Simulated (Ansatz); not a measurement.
**CH5AlOS: rigid scan of one bond length**

How does the energy of CH5AlOS change as one bond is stretched? Aim: a rigid scan of one bond length, for CH5AlOS, run from a script. SMILES: [CH3][Al]([OH])[SH].

Computed with the Python package of Ansatz 0.2.0. Level of theory: r2SCAN/6-31G*.

## Step 1: The structure

Bond lengths: C1–Al2 1.954 Å, Al2–O3 1.807 Å, Al2–S4 2.203 Å, C1–H5 1.158 Å, C1–H6 1.165 Å, C1–H7 1.093 Å, O3–H8 1.046 Å, S4–H9 1.415 Å. Angles: C1–Al2–O3 118.4°, C1–Al2–S4 122.2°, O3–Al2–S4 119.4°, Al2–C1–H5 110.1°, Al2–C1–H6 110.2°, Al2–C1–H7 113.6°, H5–C1–H6 104.5°, H5–C1–H7 109.5°, H6–C1–H7 108.5°, Al2–O3–H8 105.7°, Al2–S4–H9 96.3°.

No structure file is read: the coordinates are typed or built in the script.

## Step 2: The script

File ch5alos_scan.py:

```python
"""Potential curve of CH5AlOS along one bond."""

import ansatz as az
import matplotlib.pyplot as plt
import numpy as np

BASIS = "6-31G*"
XC = "r2scan"

GEOMETRY = """
C    -0.00440    0.74550   -1.23680
Al   -0.06930   -0.57180    0.20450
O     1.33710   -1.68760    0.41270
S    -1.77370   -0.70960    1.59320
H    -0.90640    0.60160   -1.94870
H    -0.14100    1.81970   -0.80750
H     0.92380    0.71730   -1.81260
H     2.00590   -1.18690    1.04270
H    -1.28360    0.22550    2.53540
"""


def main() -> None:
    molecule = az.Crystal.molecule()
    for line in GEOMETRY.strip().splitlines():
        symbol, *xyz = line.split()
        molecule = molecule.atom(symbol, [float(v) for v in xyz])

    symbols = [site.symbol for site in molecule.cartesian_sites]
    start = np.array([site.position_ang for site in molecule.cartesian_sites])
    axis = (start[7] - start[2]) / np.linalg.norm(start[7] - start[2])
    moving = [7]
    lengths, energies = [0.921, 0.963, 1.005, 1.046, 1.088, 1.13, 1.172, 1.235], []
    for length in lengths:
        xyz = start.copy()
        xyz[moving] += (length - np.linalg.norm(start[7] - start[2])) * axis
        point = az.Crystal.molecule()
        for symbol, xyz in zip(symbols, xyz):
            point = point.atom(symbol, xyz.tolist())
        calc = point.calculation().basis(gaussian=BASIS).functional(XC)
        summary = calc.run().report
        energies.append(summary["free_energy_ev"])
        print(f"r = {length:6.3f} A  E = {energies[-1]:.5f} eV  <S^2> = {abs(summary['mean_field']['state']['spin_squared']):.3f}")

    # quartic fit about the minimum
    fit = np.polynomial.Polynomial.fit(lengths, np.array(energies) - min(energies), 4).convert()
    roots = [r.real for r in fit.deriv().roots() if abs(r.imag) < 1e-9 and fit.deriv(2)(r.real) > 0]
    r_e = min(roots, key=lambda r: abs(r - lengths[int(np.argmin(energies))]))
    print(f"minimum of the fit at {r_e:.4f} A, force constant {fit.deriv(2)(r_e):.2f} eV/A^2")
    plt.figure(figsize=(4.5, 3))
    plt.plot(lengths, np.array(energies) - min(energies), "o-")
    plt.xlabel("bond length (A)")
    plt.ylabel("E - E(min) (eV)")
    plt.tight_layout()
    plt.savefig("scan.png", dpi=100)


if __name__ == "__main__":
    main()
```

## Step 3: The input behind the calls

The engine receives this input (first run):

```yaml
crystal:
  periodic: [false, false, false]
  atoms:
    - { symbol: C, position_ang: [-0.0044, 0.7455, -1.2368] }
    - { symbol: Al, position_ang: [-0.0693, -0.5718, 0.2045] }
    - { symbol: O, position_ang: [1.3371, -1.6876, 0.4127] }
    - { symbol: S, position_ang: [-1.7737, -0.7096, 1.5932] }
    - { symbol: H, position_ang: [-0.9064, 0.6016, -1.9487] }
    - { symbol: H, position_ang: [-0.141, 1.8197, -0.8075] }
    - { symbol: H, position_ang: [0.9238, 0.7173, -1.8126] }
    - { symbol: H, position_ang: [1.9257672441781313, -1.2468917327153255, 0.9672160942467445] }
    - { symbol: H, position_ang: [-1.2836, 0.2255, 2.5354] }
basis:
  gaussian:
    orbitals: "6-31G*"
hamiltonian:
  xc: r2scan
```

## Step 4: Launch

Run with:

```console
python ch5alos_scan.py
```

Output:

```text
r =  0.921 A  E = -20595.68118 eV  <S^2> = 0.000
r =  0.963 A  E = -20595.74934 eV  <S^2> = 0.000
r =  1.005 A  E = -20595.72514 eV  <S^2> = 0.000
r =  1.046 A  E = -20595.63534 eV  <S^2> = 0.000
r =  1.088 A  E = -20595.49355 eV  <S^2> = 0.000
r =  1.130 A  E = -20595.31525 eV  <S^2> = 0.000
r =  1.172 A  E = -20595.11124 eV  <S^2> = 0.000
r =  1.235 A  E = -20594.77457 eV  <S^2> = 0.000
minimum of the fit at 0.9716 A, force constant 48.83 eV/A^2
```

It took 18 s on 1 thread of Intel Xeon 6975P-C (Granite Rapids), shared host; peak memory 0.24 GiB.

## Step 5: Inputs of later runs

The engine's inputs for some of the other runs:

Run 4, against run 1:

```diff
@@ -11 +11 @@
-    - { symbol: H, position_ang: [1.9257672441781313, -1.2468917327153255, 0.9672160942467445] }
+    - { symbol: H, position_ang: [2.005662364180592, -1.1870779070795119, 1.0424761504691582] }
```

Run 5, against run 1:

```diff
@@ -11 +11 @@
-    - { symbol: H, position_ang: [1.9257672441781313, -1.2468917327153255, 0.9672160942467445] }
+    - { symbol: H, position_ang: [2.0325071245014192, -1.1669804616658785, 1.0677635293598893] }
```

Run 7, against run 1:

```diff
@@ -11 +11 @@
-    - { symbol: H, position_ang: [1.9257672441781313, -1.2468917327153255, 0.9672160942467445] }
+    - { symbol: H, position_ang: [2.0861966451430725, -1.1267855708386119, 1.1183382871413512] }
```

Lines on the test bed's own set-up are left out of the output.

## Step 6: The engine's runs

The 8 runs, in the order started:

```tsv
run	distance (Å)	energy from run 2 (eV)	SCF cycles	CPU time (s)
1	0.92	0.0682	18	2.4
2	0.96	0.0000	18	2.3
3	1.00	0.0242	18	2.1
4	1.05	0.1140	17	2.1
5	1.09	0.2558	16	2.3
6	1.13	0.4341	16	1.9
7	1.17	0.6381	16	1.9
8	1.24	0.9748	17	1.9
```

## Step 7: Results

| quantity | value |
| --- | --- |
| bond length at the fit's minimum | 0.9716 Å |
| runs compared | 8 |
| range of energy | 0.975 eV |
| lowest point, distance (Å) | 0.96 |

The curve has its lowest point inside the range, at 0.96. The ends stand 0.0682 and 0.975 eV above it. The distance scanned is the script's pair 2, 7. What to keep in mind:
- The rest of the molecule is held rigid at a force-field or estimated start geometry, and the basis set is modest; single-reference methods fail as a bond breaks.
- The orbitals are restricted, so S² is zero by construction.
